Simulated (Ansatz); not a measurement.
Crystal: NbTe.

```
Nb Te
1.0
     3.42570    0.00000    0.00000
     0.00000    3.42570    0.00000
     0.00000    0.00000    3.42570
Nb Te
1 1
Direct
  0.50000 0.50000 0.50000
  0.00000 0.00000 0.00000
```

The cell was built by a generator and needn't be a form met in nature.

| Item | Value |
| --- | --- |
| Program | Ansatz 0.2.0 |
| Task | single point |
| Functional | PBE |
| Potentials or basis | Ansatz PAW |
| Cutoff | 420 eV (not typed: the program's choice for these potentials) |
| k mesh | 8 × 8 × 8 |
| Occupations | fermi-dirac, width 0.05 eV |
| Spin | no spin polarisation |

On this cell: pressure 0.0 GPa; largest force zero by symmetry; band gap on the k mesh none (metal or under the smearing width).

The same run follows on a disturbed copy (atoms moved at random, drawn with an rms of 0.05 Å):

```
CELL_PARAMETERS angstrom
3.42570 0.00000 0.00000
0.00000 3.42570 0.00000
0.00000 0.00000 3.42570
ATOMIC_POSITIONS crystal
Nb 0.49310 0.50006 0.49491
Te 0.00901 0.99416 0.00821
```

Q: What changes?

A: The energy (extrapolated to zero smearing) moves by +5.1 meV/atom; pressure 0.3 GPa; largest force 0.283 eV/Å; band gap on the k mesh none (metal or under the smearing width).

Forces on the atoms (eV/Å):
```
Nb   0.209 -0.078  0.175
Te  -0.209  0.078 -0.175
```

Stress tensor (GPa, compression positive):
```
 0.28 -0.16  0.37
-0.16  0.29 -0.14
 0.37 -0.14  0.28
```
